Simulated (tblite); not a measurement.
# C4H10B2OSi: the cost of one run

Computed with tblite 0.8.0 and PySCF 2.14.0, with density-fitted response routines of our own, on a single molecule in the gas phase. Atoms count from 0, in the outputs and in this text.

**1. The molecule as given**

18 atoms, charge 0, multiplicity 1; geometry from: force field or distance geometry start.

Bonds of the start (Å): B0–O1 1.46, O1–B2 1.48, B2–C3 1.57, C3–C4 1.35, C4–Si5 1.85, Si5–C6 1.85, C6–C7 1.33, B0–H8 1.18, B0–H9 1.18, B2–H10 1.17, C3–H11 1.08, C4–H12 1.08, Si5–H13 1.48, Si5–H14 1.47, C6–H15 1.10, C7–H16 1.08, C7–H17 1.09.

**2. Geometry optimisation with GFN2-xTB**

Job settings and geometry (Å):

```
{"job": {"kind": "relax", "xc": "GFN2-xTB", "basis": "xTB"}, "charge": 0, "multiplicity": 1}
B     -2.822800     1.621800    -0.689400
O     -3.035400     0.294300    -0.132200
B     -1.681600    -0.208400     0.201900
C     -0.913100    -1.093200    -0.849300
C      0.319100    -1.605400    -0.652800
Si     1.376600    -1.337700     0.839900
C      1.763400     0.464500     1.023500
C      2.397300     1.139600     0.068000
H     -2.851300     2.572900     0.013800
H     -2.712000     1.759700    -1.852000
H     -1.239600     0.017700     1.264900
H     -1.427600    -1.322400    -1.771300
H      0.745400    -2.209400    -1.440100
H      2.643200    -2.083200     0.682600
H      0.671300    -1.810400     2.040200
H      1.458700     0.972800     1.948500
H      2.603400     2.194900     0.193600
H      2.696200     0.638300    -0.854900
```

Launch:

```
$ OMP_NUM_THREADS=1 python probes_run.py task.json out
```

This one command runs all jobs of the session in turn.

**Question.** How long does this first job take on 1 thread of Arm Neoverse N1, shared host, and how much memory does it need?

About 2.9 s, with a peak of 0.18 GiB.
